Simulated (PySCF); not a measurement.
**The bond of NbCl, level by level**

Aim: find the lowest electronic state of NbCl, scan its bond at several levels of theory, and get bond length, wavenumber and dissociation energy from each curve.

Program: PySCF 2.14.0. Level of theory: Nb x2c-TZVPPall, Cl x2c-TZVPPall, spin-free X2C with a Gaussian nucleus. These are calculated values, not measurements.

## Step 1: Input

The job is set up so:

* atoms: Nb, Cl
* charge: 0
* basis: Nb x2c-TZVPPall, Cl x2c-TZVPPall
* Hamiltonian: spin-free X2C with a Gaussian nucleus
* basis functions: 121
* electrons treated: 58
* masses in u: 92.9064, 34.9689
* levels: PBE0, PBE, r²SCAN, PW91, r²SCANh, BHandHLYP, M06, LC-ωPBE, HF, MP2, SCS-MP2
* grid: 80 radial by 434 angular points
* occupations: held fixed by the projection of orbital angular momentum
* dissociation limit: Nb + Cl, each in its ground configuration
* starting distance in angstrom: 2.330
* values of 2S to try: 0, 2, 4, 6, 8

Launch:

```
OMP_NUM_THREADS=2 python dia.py task.json out
```

After this run come: First curve: PBE0; Higher solutions at PBE0; PBE; r²SCAN; PW91 (GGA); r²SCANh; BHandHLYP (global hybrid GGA); M06 (hybrid meta-GGA); LC-ωPBE (range-separated hybrid); UHF.

**Question.** What will these runs give? Wanted: for each run, Re; ωe; De; μ.

The runs gave:

Lowest PBE0 solution found, without spin–orbit coupling: ⁵Π (quintet), unpaired electrons σ ↑, π ↑, δ ↑↑. State 2 has its PBE0 minimum 0.23 eV higher. State 3 has its PBE0 minimum 0.66 eV higher. State 4 has its PBE0 minimum 0.83 eV higher. The other levels ran on the lowest alone.

| level | Re (Å) | ωe (cm⁻¹) | De (eV) | μ (D) |
| --- | --- | --- | --- | --- |
| UHF | 2.383 | 354 | 3.29 | -4.47 |
| UHF-MP2 | 2.272 | 410 | 4.51 | n/a |
| UHF-SCS-MP2 | 2.299 | 393 | 4.56 | n/a |
| PBE | 2.282 | 392 | 4.64 | -3.08 |
| PW91 | 2.281 | 393 | 4.68 | -3.07 |
| r²SCAN | 2.293 | 390 | 4.55 | -3.50 |
| r²SCANh | 2.294 | 390 | 4.48 | -3.70 |
| PBE0 | 2.287 | 393 | 4.47 | -3.72 |
| M06 | 2.296 | 394 | 4.76 | -4.19 |
| BHandHLYP | 2.320 | 381 | 4.33 | -4.21 |
| LC-ωPBE | 2.298 | 390 | 4.49 | -4.32 |

De is counted to Nb + Cl in their ground configurations. A positive dipole means Nb(−)Cl(+).

Bond lengths run from 2.272 Å (UHF-MP2) to 2.383 Å (UHF). Among the levels with a De in the table, it runs from 3.29 eV (UHF) to 4.76 eV (M06).

Correlated steps freeze 19 core orbitals. The state is the lowest single determinant that the PBE0 search found; with open d or f shells the true ground state can be another one. Spin–orbit coupling is left out.
